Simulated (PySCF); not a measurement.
# O4W ([WO4]2-): the cost of one run

Programs: PySCF 2.14.0, with routines of our own; each step states its level. All values are computed. Atoms count from 0.

## Step 1: The starting structure

5 atoms, charge -2, multiplicity 1; geometry from: GFN2-xTB.

## Step 2: Relaxing the molecule at PBE0-D3(BJ)/def2-SVP

The job: settings as JSON, then the geometry in Å.

```
{"job": {"xc": "PBE0", "basis": "def2-SVP", "d3": "d3bj", "grid": 1, "maxiter": 30, "shake": 0.03, "kind": "geom"}, "charge": -2, "multiplicity": 1}
W      0.061180    -0.077340     0.012670
O     -0.005780    -0.032260     1.797030
O      1.635900     0.004660    -0.637250
O     -0.757650     1.482830    -0.591630
O     -0.858800    -1.488370    -0.642950
```

Run with:

```console
OMP_NUM_THREADS=1 python heavy_run.py task.json out
```

The driver reads the jobs from task.json and runs them one after another.

**Question.** How long does this first job take on 1 thread of Arm Neoverse V1, shared host, and how much memory does it need?

About 28 s, with a peak of 0.34 GiB.
